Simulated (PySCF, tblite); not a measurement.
**C₃H₁₀OSi₄: geometry, infrared bands and NMR shifts**

What infrared bands and NMR shifts should C₃H₁₀OSi₄ (`C=C[Si@H]1[SiH2][Si@@H](C=O)[SiH2]1`) show?

Computed with tblite 0.8.0 and PySCF 2.14.0, with density-fitted response routines of our own, on a single molecule in the gas phase. Atoms count from 0, in the outputs and in this text.

### Step 1. The molecule as given

18 atoms, charge 0, multiplicity 1; geometry from: force field or distance geometry start.

Bonds of the start (Å): C0–C1 1.33, C1–Si2 1.81, Si2–Si3 2.29, Si3–Si4 2.28, Si4–C5 1.84, C5–O6 1.22, Si4–Si7 2.26, Si7–Si2 2.27, C0–H8 1.09, C0–H9 1.09, C1–H10 1.09, Si2–H11 1.50, Si3–H12 1.48, Si3–H13 1.49, Si4–H14 1.49, C5–H15 1.10, Si7–H16 1.49, Si7–H17 1.48.

### Step 2. Optimising the geometry with GFN2-xTB

The job: settings as JSON, then the geometry in Å.

```
{"job": {"kind": "relax", "xc": "GFN2-xTB", "basis": "xTB"}, "charge": 0, "multiplicity": 1}
C     -2.452000     0.282900     2.292100
C     -1.367700     0.315700     1.516300
Si    -1.125900    -0.605900    -0.027600
Si    -0.362500     0.680200    -1.766500
Si     1.743300    -0.001100    -1.219500
C      2.548500     1.164400    -0.051700
O      1.939900     1.525300     0.941400
Si     0.825000    -1.770000    -0.145000
H     -3.334300    -0.306100     2.043500
H     -2.508500     0.866400     3.214600
H     -0.523500     0.922500     1.839000
H     -2.335600    -1.417400    -0.386200
H     -0.602200     2.140000    -1.637300
H     -0.781000     0.144500    -3.088100
H      2.585600    -0.356800    -2.401600
H      3.571800     1.504900    -0.270900
H      0.714900    -2.958800    -1.039700
H      1.455400    -2.124600     1.151200
```

Run with:

```sh
$ OMP_NUM_THREADS=1 python probes_run.py task.json out
```

One launch serves the whole session: the jobs run in the order shown.

Output:

```text
step      E/eV     max force
  0    -607.68425    2.185
  1    -607.87689    0.991
  2    -607.94073    0.805
  3    -607.98041    0.740
  4    -608.05164    0.758
  5    -608.09762    0.717
  6    -608.11945    0.435
  7    -608.14183    0.508
  8    -608.16458    0.480
  9    -608.18588    0.338
 10    -608.19626    0.327
 11    -608.20269    0.249
 12    -608.20660    0.155
 13    -608.20928    0.137
 14    -608.21138    0.127
 15    -608.21325    0.124
 16    -608.21492    0.131
 17    -608.21653    0.100
 18    -608.21816    0.095
 19    -608.21945    0.081
 20    -608.22017    0.054
 21    -608.22061    0.042
 22    -608.22109    0.059
 23    -608.22173    0.082
 24    -608.22246    0.074
 25    -608.22307    0.061
 26    -608.22353    0.052
 27    -608.22400    0.068
 28    -608.22455    0.074
 29    -608.22507    0.057
 30    -608.22548    0.058
 31    -608.22585    0.060
 32    -608.22642    0.069
 33    -608.22742    0.099
 34    -608.22891    0.110
 35    -608.23052    0.108
 36    -608.23172    0.094
 37    -608.23237    0.068
 38    -608.23280    0.051
 39    -608.23318    0.042
 40    -608.23344    0.035
 41    -608.23363    0.038
 42    -608.23381    0.048
 43    -608.23399    0.041
 44    -608.23412    0.024
 45    -608.23420    0.024
 46    -608.23425    0.026
 47    -608.23433    0.027
 48    -608.23444    0.028
 49    -608.23454    0.021
 50    -608.23459    0.011
 51    -608.23461    0.011
 52    -608.23462    0.010
 53    -608.23464    0.011
 54    -608.23468    0.017
 55    -608.23474    0.020
 56    -608.23480    0.020
 57    -608.23484    0.019
 58    -608.23487    0.016
 59    -608.23490    0.013
 60    -608.23493    0.012
 61    -608.23495    0.010
 62    -608.23497    0.012
 63    -608.23500    0.014
 64    -608.23505    0.016
 65    -608.23511    0.019
 66    -608.23517    0.019
 67    -608.23523    0.022
 68    -608.23529    0.020
 69    -608.23537    0.019
 70    -608.23546    0.019
 71    -608.23552    0.020
 72    -608.23556    0.019
 73    -608.23560    0.016
 74    -608.23566    0.023
 75    -608.23573    0.025
 76    -608.23580    0.018
 77    -608.23585    0.017
 78    -608.23590    0.017
 79    -608.23596    0.023
 80    -608.23603    0.020
 81    -608.23608    0.010
 82    -608.23609    0.009
```

It took 0.99 s on 1 thread of Intel Xeon Platinum 8488C, shared host; peak memory 0.18 GiB.

The steps of the relaxation: (not every step is listed)

```tsv
step	energy from step 0 (eV)	largest force (eV/Å)
0	0.0000	2.1849
1	-0.1926	0.9912
2	-0.2565	0.8050
3	-0.2962	0.7400
4	-0.3674	0.7577
5	-0.4134	0.7169
6	-0.4352	0.4345
7	-0.4576	0.5075
8	-0.4803	0.4804
14	-0.5271	0.1274
20	-0.5359	0.0536
26	-0.5393	0.0521
32	-0.5422	0.0686
38	-0.5485	0.0507
44	-0.5499	0.0241
50	-0.5503	0.0114
56	-0.5505	0.0200
62	-0.5507	0.0119
68	-0.5510	0.0200
74	-0.5514	0.0226
77	-0.5516	0.0169
78	-0.5516	0.0172
79	-0.5517	0.0226
80	-0.5518	0.0198
81	-0.5518	0.0101
82	-0.5518	0.0093
```

Distances of close pairs at the start and the end, largest changes first:

```tsv
bond	before (Å)	after (Å)	change (Å)
Si4–Si7	2.264	2.368	+0.104
Si2–Si7	2.275	2.374	+0.099
Si3–Si4	2.280	2.368	+0.088
Si2–Si3	2.294	2.375	+0.081
C1–Si2	1.814	1.879	+0.065
Si4–C5	1.836	1.893	+0.057
Si2–H11	1.500	1.477	-0.023
Si4–H14	1.494	1.473	-0.021
```

The end geometry stands in the next job.

### Step 3. Vibrational analysis with GFN2-xTB

The job: settings as JSON, then the geometry in Å.

```
{"job": {"kind": "ir", "xc": "GFN2-xTB", "basis": "xTB"}, "charge": 0, "multiplicity": 1}
C     -2.530150     0.257385     2.303396
C     -1.437355     0.295072     1.556292
Si    -1.177774    -0.639069    -0.053591
Si    -0.373942     0.795821    -1.766521
Si     1.783554    -0.126924    -1.451028
C      2.545646     1.066905    -0.195144
O      1.907126     1.402248     0.783700
Si     0.885899    -1.813122    -0.051953
H     -3.385310    -0.339547     2.026140
H     -2.629050     0.812871     3.224026
H     -0.606015     0.908644     1.881852
H     -2.422902    -1.396532    -0.292820
H     -0.496135     2.249734    -1.609786
H     -0.915467     0.554800    -3.114262
H      2.822850    -0.302025    -2.480725
H      3.569167     1.473909    -0.328109
H      0.868769    -3.142221    -0.684846
H      1.582328    -2.051635     1.217408
```

Output:

```text
mode    cm-1     km/mol
  1      41.1      1.26
  2      42.9      3.09
  3      65.3      1.18
  4      67.4      2.99
  5     115.6      0.22
  6     120.8      2.01
  7     128.7      2.01
  8     212.9      0.46
  9     288.7      6.10
 10     305.4      0.23
 11     318.5     42.57
 12     352.5      9.67
 13     353.7      0.68
 14     363.3      2.19
 15     372.6     13.21
 16     384.9      4.03
 17     419.7      8.66
 18     433.3      0.01
 19     454.8      0.72
 20     490.7      4.08
 21     534.8    188.18
 22     564.9    117.92
 23     587.4    670.82
 24     620.1     17.89
 25     629.2     26.75
 26     714.3      5.33
 27     718.3      7.46
 28     744.0     79.88
 29     818.8    496.93
 30     829.4     19.03
 31     909.2     15.74
 32    1009.1     15.36
 33    1030.9      8.38
 34    1274.9      0.54
 35    1355.9     46.28
 36    1419.9      1.60
 37    1655.7      3.54
 38    1662.6    195.32
 39    2105.5    267.15
 40    2130.9    279.88
 41    2149.5     59.68
 42    2155.7    659.72
 43    2197.4    289.25
 44    2200.9    225.45
 45    2699.3    229.46
 46    3037.4     22.39
 47    3069.4     40.62
 48    3088.4     40.70
```

It took 1.3 s on 1 thread of Intel Xeon Platinum 8488C, shared host; peak memory 0.18 GiB.

The strongest bands and the atoms that carry them (share of the mass-weighted mode):

```tsv
cm⁻¹	km/mol	atoms
587	670.8	H14 16 %, H13 16 %, H16 15 %, H12 14 %
819	496.9	H17 26 %, H16 26 %, H13 21 %, H12 21 %
2106	267.1	H11 95 %
2131	279.9	H14 95 %
2156	659.7	H16 55 %, H13 39 %
2197	289.2	H12 50 %, H17 43 %
2201	225.4	H17 51 %, H12 44 %
2699	229.5	H15 94 %
```

### Step 4. NMR shieldings: PBE0/pcSseg-1

Same as in step 3 but for these lines:

```diff
@@ -1,2 +1,2 @@
-{"job": {"kind": "ir", "xc": "GFN2-xTB", "basis": "xTB"}, "charge": 0, "multiplicity": 1}
+{"job": {"kind": "nmr", "xc": "PBE0", "basis": "pcSseg-1"}, "charge": 0, "multiplicity": 1}
 C     -2.530150     0.257385     2.303396
```

With the program's defaults for keys left out, this is: GIAO PBE0/pcSseg-1 NMR shielding, non-relativistic, gas phase.

Output:

```text
coarse grid: 17040 points
cycle   1  E = -1352.5237321364  dE =  6.572e-01  |g| = 7.720e-01  |ddm| = 4.040e+00
cycle   2  E = -1352.0285902145  dE =  4.951e-01  |g| = 1.713e+00  |ddm| = 2.573e+00
cycle   3  E = -1352.6467373846  dE = -6.181e-01  |g| = 1.424e-01  |ddm| = 2.124e+00
cycle   4  E = -1352.6503112624  dE = -3.574e-03  |g| = 7.815e-02  |ddm| = 1.976e-01
cycle   5  E = -1352.6519170331  dE = -1.606e-03  |g| = 1.108e-02  |ddm| = 8.749e-02
cycle   6  E = -1352.6519533318  dE = -3.630e-05  |g| = 3.943e-03  |ddm| = 2.439e-02
cycle   7  E = -1352.6519576097  dE = -4.278e-06  |g| = 1.145e-03  |ddm| = 6.207e-03
final grid: 146256 points
cycle   8  E = -1352.7064898597  dE = -8.495e-06  |g| = 1.189e-02  |ddm| = 2.727e-02
cycle   9  E = -1352.7064158468  dE =  7.401e-05  |g| = 2.310e-02  |ddm| = 2.267e-02
cycle  10  E = -1352.7065159839  dE = -1.001e-04  |g| = 2.281e-03  |ddm| = 1.566e-02
cycle  11  E = -1352.7065172134  dE = -1.230e-06  |g| = 3.122e-04  |ddm| = 2.558e-03
cycle  12  E = -1352.7065172346  dE = -2.125e-08  |g| = 1.376e-04  |ddm| = 4.934e-04
cycle  13  E = -1352.7065172395  dE = -4.843e-09  |g| = 3.367e-05  |ddm| = 1.397e-04
cycle  14  E = -1352.7065172397  dE = -2.565e-10  |g| = 1.030e-05  |ddm| = 4.682e-05
converged SCF energy = -1352.7065172397

GIAO shielding tensors (ppm)
atom      isotropic    diamagn.    paramagn.     s11        s22        s33       span
  0 C       45.201     251.091    -205.890    -76.995     52.696    159.901    236.896
  1 C       47.407     261.939    -214.533    -70.431     31.092    181.559    251.990
  2 Si     388.755     880.646    -491.891    368.223    397.464    400.578     32.356
  3 Si     431.067     880.694    -449.627    392.859    413.854    486.487     93.627
  4 Si     416.292     883.584    -467.293    383.730    427.248    437.897     54.167
  5 C      -74.111     254.387    -328.498   -227.154    -89.193     94.012    321.165
  6 O     -593.049     405.540    -998.589  -1627.972   -544.113    392.938   2020.910
  7 Si     431.108     880.705    -449.596    392.829    414.171    486.325     93.496
  8 H       25.448      29.796      -4.349     21.797     24.630     29.916      8.118
  9 H       25.243      28.262      -3.019     21.975     24.398     29.357      7.382
 10 H       24.270      33.182      -8.913     22.068     22.901     27.839      5.771
 11 H       26.585      30.595      -4.010     23.829     24.944     30.982      7.153
 12 H       27.619      29.350      -1.732     24.457     25.346     33.052      8.595
 13 H       27.479      29.775      -2.296     24.478     25.236     32.724      8.247
 14 H       26.796      31.366      -4.571     23.451     24.284     32.653      9.203
 15 H       18.549      27.246      -8.697     12.428     19.546     23.673     11.245
 16 H       27.481      29.774      -2.293     24.477     25.239     32.728      8.251
 17 H       27.619      29.333      -1.714     24.456     25.347     33.054      8.599
```

Run time: 43 s. Hardware: 1 thread of Intel Xeon Platinum 8488C, shared host; peak memory 0.96 GiB.

The references, computed at this level on geometries of the same kind, shield at (ppm): 1H TMS 31.72, 13C TMS 186.9, 29Si TMS 349.2, 17O H2O 336.1. Their shielding less the atom's gives the shift. The references are single molecules in the gas phase, so shifts against H2O, NH3, PH3, H3PO4 or CFCl3 are not on the usual liquid scales and can be off by tens of ppm. Atoms listed in one row are averaged.

```tsv
atoms	environment	σ (ppm)	δ (ppm)	δ scaled to CDCl3
C5	carbonyl carbon	-74.1	261.0	252.9
C0	terminal =CH2 carbon	45.2	141.7	136.4
C1	alkene CH	47.4	139.5	134.3
H15	hydrogen on a carbonyl carbon	18.55	13.17	12.52
H10	hydrogen on an alkene CH	24.27	7.45	7.13
H9	hydrogen on a terminal =CH2 carbon	25.24	6.47	6.21
H8	hydrogen on a terminal =CH2 carbon	25.45	6.27	6.02
H11	hydrogen on a silicon bonded to C, 2 Si, in a 4-membered ring	26.58	5.13	–
H14	hydrogen on a silicon bonded to C, 2 Si, in a 4-membered ring	26.80	4.92	–
H13, H16	hydrogen on a silicon bonded to 2 Si, in a 4-membered ring	27.48	4.24	–
H12, H17	hydrogen on a silicon bonded to 2 Si, in a 4-membered ring	27.62	4.10	–
Si2	silicon bonded to C, 2 Si, H, in a 4-membered ring	388.8	-39.6	–
Si4	silicon bonded to C, 2 Si, H, in a 4-membered ring	416.3	-67.1	–
Si3, Si7	silicon bonded to 2 Si, 2 H, in a 4-membered ring	431.1	-81.9	–
O6	carbonyl oxygen	-593.0	929.1	–
```

The scaled column applies a straight-line fit of computed shieldings to shifts measured in CDCl3 (root-mean-square error 0.16 ppm for H, 1.9 ppm for C).

Charges from the same density, by scheme (e):

```tsv
atoms	Mulliken	IAO	Hirshfeld	ESP fit
C0	-0.14	-0.28	-0.08	-0.39
C1	-0.45	-0.40	-0.14	-0.20
Si2	0.15	0.36	0.19	0.20
Si3, Si7	0.21	0.17	0.15	0.10
Si4	-0.04	0.25	0.16	0.03
C5	0.04	0.02	0.04	0.32
O6	-0.36	-0.39	-0.20	-0.43
```

Mayer bond orders: C0–C1 1.99, C1–Si2 0.86, Si2–Si3 0.82, Si3–Si4 0.85, Si4–C5 0.79, C5–O6 1.89, Si4–Si7 0.85, Si7–Si2 0.82.

Ring of atoms Si2, Si3, Si4, Si7: NICS(0) 2.5, NICS(1) -0.1, NICS(1)zz 5.2 ppm (means of both faces).

### Step 5. Outcome

| quantity | value |
| --- | --- |
| strongest single infrared mode (GFN2-xTB) | 587 cm⁻¹, 671 km/mol |
| zero-point energy (GFN2-xTB) | 67.5 kcal/mol |
| 13C shifts against TMS (PBE0/pcSseg-1) | 261.0, 141.7, 139.5 ppm |
| 1H shifts against TMS (PBE0/pcSseg-1, means over atoms taken as alike) | 13.17, 7.45, 6.47, 6.27, 5.13, 4.92, 4.24, 4.10 ppm |
| 29Si shifts against TMS (PBE0/pcSseg-1, means over atoms taken as alike) | -39.6, -67.1, -81.9 ppm |
| 17O shifts against H2O (PBE0/pcSseg-1) | 929.1 ppm |

In words: Relaxing lowered the energy by 0.552 eV in 82 steps; the close pair that moved most is Si4–Si7, from 2.264 to 2.368 Å. No mode is imaginary among the 48: a minimum at this level. The strongest single mode, at 587 cm⁻¹, has its largest shares on H14, H13, H16 and H12 (the list is cut at 4 atoms). GFN2-xTB is a fitted tight-binding method: band positions and strengths are rough. Its intensities can rank the bands wrongly. At PBE0/pcSseg-1: The largest span, 2021 ppm, is at O6, where the paramagnetic term is -999 ppm.
